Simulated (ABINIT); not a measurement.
The system is InSb3.

```
Sb In
1.0
     0.00000    3.79455    3.79455
     3.79455    0.00000    3.79455
     3.79455    3.79455    0.00000
Sb In
3 1
Direct
  0.50000 0.50000 0.50000
  0.75000 0.75000 0.75000
  0.25000 0.25000 0.25000
  0.00000 0.00000 0.00000
```

The cell comes from a database or a generator and needn't be the stable form of this composition.

Base run:

```yaml
Program: ABINIT 10.8.3 (patched build)
Functional: PBEsol
Potentials_or_basis: PseudoDojo NC SR PBEsol v0.4.1 standard
Cutoff: 1088 eV
k_mesh: 6 × 6 × 6
Occupations: fermi-dirac, width 0.05 eV
Spin: no spin polarisation
```

Its results: band gap on the k mesh none (metal or under the smearing width); pressure -3.1 GPa.

**Question.** The run is repeated on the same cell with these changes: functional from PBEsol to LDA; potentials or basis from PseudoDojo NC SR PBEsol v0.4.1 standard to JTH PAW LDA v2.0; cutoff from 1088 eV to 599 eV. What comes out?

**Answer.** Band gap on the k mesh none (metal or under the smearing width); pressure -4.2 GPa.

Caveats: spin-orbit coupling is left out, which moves the levels of the heavy elements (some runs).
